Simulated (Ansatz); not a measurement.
What does this script print? It uses the Python package of Ansatz (0.2.0).

Script `ch3bn2.py`:
```python
import logging
import sys

import ansatz as az

logging.basicConfig(stream=sys.stdout, format='[%(levelname)s] %(message)s')
log = logging.getLogger('ch3bn2')
log.setLevel(logging.INFO)

BASIS_SET = 'aug-cc-pVDZ'
XC = 'r2scan0'


def total_energy(molecule, charge=0, unpaired=0):
    calc = (
        molecule.calculation()
        .basis(gaussian=BASIS_SET)
        .functional(XC)
        .accuracy('medium')
    )
    if charge:
        calc = calc.charge(charge)
    if unpaired:
        calc = calc.spin('collinear', total=unpaired)
    return calc.run(threads=1, backend='cpu').report['free_energy_ev']

GEOMETRY = '''
N    -0.82000    1.12130   -0.12380
B    -0.16240   -0.16600   -0.33060
C     0.85810   -1.11570   -0.03180
N    -0.00660   -1.47800   -0.89910
H    -1.49340    1.04660    0.67440
H    -0.13720    1.87750    0.13190
H     1.82270   -1.35370    0.53340
'''

def without(molecule, index):
    rest = az.Crystal.molecule()
    for i, site in enumerate(molecule.cartesian_sites):
        if i != index:
            rest = rest.atom(site.symbol, site.position_ang)
    return rest

mol = az.Crystal.molecule()
for line in GEOMETRY.strip().splitlines():
    symbol, *xyz = line.split()
    mol = mol.atom(symbol, [float(v) for v in xyz])

whole = total_energy(mol, 0)
hydrogen = total_energy(az.Crystal.molecule().atom('H', (0, 0, 0)), 0, 1)
log.info(f'E(molecule) = {whole:.5f} eV, E(H) = {hydrogen:.5f} eV')
for index in [5, 6]:
    radical = total_energy(without(mol, index), 0, 1)
    log.info(f'H{index}: homolysis {(radical + hydrogen - whole):.3f} eV')
```

Running `python ch3bn2.py` prints:
```text
[INFO] E(molecule) = -4738.04392 eV, E(H) = -13.58985 eV
[INFO] H5: homolysis 4.106 eV
[INFO] H6: homolysis 3.712 eV
```

Reading the output:
- These settings explore the input space; basis and method may be short of convergence.
- The geometry is a force-field or estimated start, not a minimum of this method, and the basis set is short of its limit. All parts are taken at fixed geometry, without zero-point energy.
- Hardware and time: 25 s on 1 thread of Arm Neoverse V1 (shared host), peak memory 0.32 GiB.
